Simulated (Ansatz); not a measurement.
# r2SCAN0/6-31G(d) (spherical functions) run of BSiH4O2F (SMILES OB(F)O[SiH3])

What is the vertical ionisation energy of BSiH4O2F at r2SCAN0/6-31G* (spherical functions)? 

Program for the calculation: Ansatz 0.2.0.

129 further runs of the same task are left out: 1 that didn't finish, 128 set aside as unsound or not needed.

### 1 The structure to begin with

BSiH4O2F has 9 atoms, charge 0, and is taken as a singlet. SMILES: `OB(F)O[SiH3]`. The shape is that of a PBE0-D4/def2-TZVP optimisation. This is one conformer, not always the lowest.

Bond lengths: O1–B2 1.359 Å, B2–F3 1.334 Å, B2–O4 1.348 Å, O4–Si5 1.655 Å, O1–H6 0.960 Å, Si5–H7 1.480 Å, Si5–H8 1.484 Å, Si5–H9 1.484 Å. Some angles: O1–B2–F3 120.0°, O1–B2–O4 121.1°, F3–B2–O4 118.9°, B2–O4–Si5 131.9°, B2–O1–H6 113.4°, O4–Si5–H7 106.4°, O4–Si5–H8 110.2°, O4–Si5–H9 110.2°, H7–Si5–H8 110.1°, H7–Si5–H9 110.1°.

### 2 The energy at r2SCAN0/6-31G(d) (spherical functions)

The input, input.yaml:

```yaml
basis:
  gaussian:
    orbitals: 6-31G_st_-spherical.json
crystal:
  periodic: [false, false, false]
  atoms:
    - symbol: O
      position_ang: [-1.614100, 0.556700, 0.394000]
    - symbol: B
      position_ang: [-0.395400, 1.157100, 0.352700]
    - symbol: F
      position_ang: [-0.277300, 2.450800, 0.657900]
    - symbol: O
      position_ang: [0.708900, 0.466900, 0.006200]
    - symbol: Si
      position_ang: [0.934200, -1.114900, -0.425000]
    - symbol: H
      position_ang: [-2.322500, 1.149900, 0.654100]
    - symbol: H
      position_ang: [2.381900, -1.273900, -0.690900]
    - symbol: H
      position_ang: [0.154500, -1.427600, -1.647800]
    - symbol: H
      position_ang: [0.518200, -2.011000, 0.681800]
hamiltonian:
  xc: {name: r2SCAN0}
accuracy: high
output:
  orbitals: {seedname: orbitals}
```

The basis set 6-31G* is read from a file made from the Basis Set Exchange's data (not shown).

Launch:

```bash
$ ansatz run input.yaml --threads 1 --pin off --max-ram 3480MiB --events-out events.jsonl --progress --plain --runs-dir runs
```

Standard output:

```text
Warning: RAYON_NUM_THREADS=1 ignored (pool sized by the plan → 1); use --threads N
Functional definition: r2SCAN0
  name "r2SCAN0"
  parameter a = 0.25
  parameter k0 = 0.174
  parameter k1 = 0.065
  parameter a1 = 4.9479
  exchange = (1 - a)*r2scan_x(k0 = k0, k1 = k1, a1 = a1) + a*exact_x
  correlation = r2scan_c
1877 factors; integrals over basis functions are off by at most 3.6e-9 eV
mean field evaluation 1: about -15423.7163 eV, gradient 5.7e1 eV
mean field evaluation 2: about -15420.4789 eV, gradient 7.1e1 eV
mean field evaluation 4: about -15428.9256 eV, gradient 2.3e0 eV
mean field evaluation 8: about -15429.1803 eV, gradient 3.9e-1 eV
mean field evaluation 16: about -15429.1805 eV, gradient 1.1e-5 eV
mean field -15429.18053605 eV, -567.0119264256 hartree, gradient 2.2e-8 eV, S^2 0.000000; 0 other end points of the search recorded, 0 dependent functions left out
reference -15429.18053663 eV, -567.0119264471 hartree; 24, 24 occupied and 58, 58 virtual orbitals, 1877 factors
Total energy: -15429.18053663 eV, -567.0119264471 hartree
```

Run time: 7.5 s. Hardware: 1 thread of Intel Xeon 6975P-C (Granite Rapids), shared host; peak memory 0.34 GiB.

### 3 The doublet cation at the same level

The input, molecule.yaml:

```yaml
crystal:
  periodic: [false, false, false]
  atoms:
    - {symbol: O, position_ang: [-1.614100, 0.556700, 0.394000]}
    - {symbol: B, position_ang: [-0.395400, 1.157100, 0.352700]}
    - {symbol: F, position_ang: [-0.277300, 2.450800, 0.657900]}
    - {symbol: O, position_ang: [0.708900, 0.466900, 0.006200]}
    - {symbol: Si, position_ang: [0.934200, -1.114900, -0.425000]}
    - {symbol: H, position_ang: [-2.322500, 1.149900, 0.654100]}
    - {symbol: H, position_ang: [2.381900, -1.273900, -0.690900]}
    - {symbol: H, position_ang: [0.154500, -1.427600, -1.647800]}
    - {symbol: H, position_ang: [0.518200, -2.011000, 0.681800]}
basis:
  gaussian:
    orbitals: 6-31G_st_-spherical.json
output:
  orbitals: {seedname: orbitals}
hamiltonian:
  xc: {name: r2SCAN0}
total_charge: 1
magnetization:
  spin_polarized: true
  initial_magnetization: 1
accuracy: high
```

The basis set 6-31G* is read from a file made from the Basis Set Exchange's data (not shown).

Launch:

```bash
$ ansatz run molecule.yaml --threads 1 --pin off --max-ram 3480MiB --events-out events.jsonl --progress --plain --runs-dir runs
```

Standard output (excerpt; [...] marks lines left out):

```text
Warning: RAYON_NUM_THREADS=1 ignored (pool sized by the plan → 1); use --threads N
[... 8 set-up lines as earlier in the session ...]
1875 factors; integrals over basis functions are off by at most 3.6e-9 eV
mean field evaluation 1: about -15403.9109 eV, gradient 6.1e1 eV
mean field evaluation 2: about -15381.4251 eV, gradient 9.5e1 eV
mean field evaluation 4: about -15412.9862 eV, gradient 2.7e1 eV
mean field evaluation 8: about -15417.3836 eV, gradient 1.3e0 eV
mean field evaluation 16: about -15417.4322 eV, gradient 1.6e-1 eV
mean field evaluation 32: about -15417.7027 eV, gradient 2.0e-8 eV
mean field -15417.70271091 eV, -566.5901241318 hartree, gradient 2.0e-8 eV, S^2 0.767120; 4 other end points of the search recorded, 0 dependent functions left out
reference -15417.70271228 eV, -566.5901241819 hartree; 24, 23 occupied and 58, 59 virtual orbitals, 1875 factors
Total energy: -15417.70271228 eV, -566.5901241819 hartree
```

Wall time 25 s (1 thread of Intel Xeon 6975P-C (Granite Rapids), shared host); peak memory 0.58 GiB.

### 4 Summary of results

Level: r2SCAN0/6-31G* (spherical functions).

```
                                          quantity          value
                    singlet BSiH4O2F: total energy  -567.01193 Eh
                     singlet BSiH4O2F: HOMO energy       -9.30 eV
                     singlet BSiH4O2F: LUMO energy        0.87 eV
                   singlet BSiH4O2F: HOMO–LUMO gap       10.17 eV
                      doublet cation: total energy  -566.59012 Eh
doublet cation: HOMO energy (highest over α and β)      -15.68 eV
 doublet cation: LUMO energy (lowest over α and β)      -13.62 eV
                              doublet cation: ⟨S²⟩          0.767
vertical ionisation energy (to the doublet cation)      11.478 eV
```

What this shows: Removing an electron at fixed nuclei costs 11.48 eV (1107 kJ/mol). −ε(HOMO) before ionisation, 9.30 eV, is 2.18 eV below this ionisation energy.
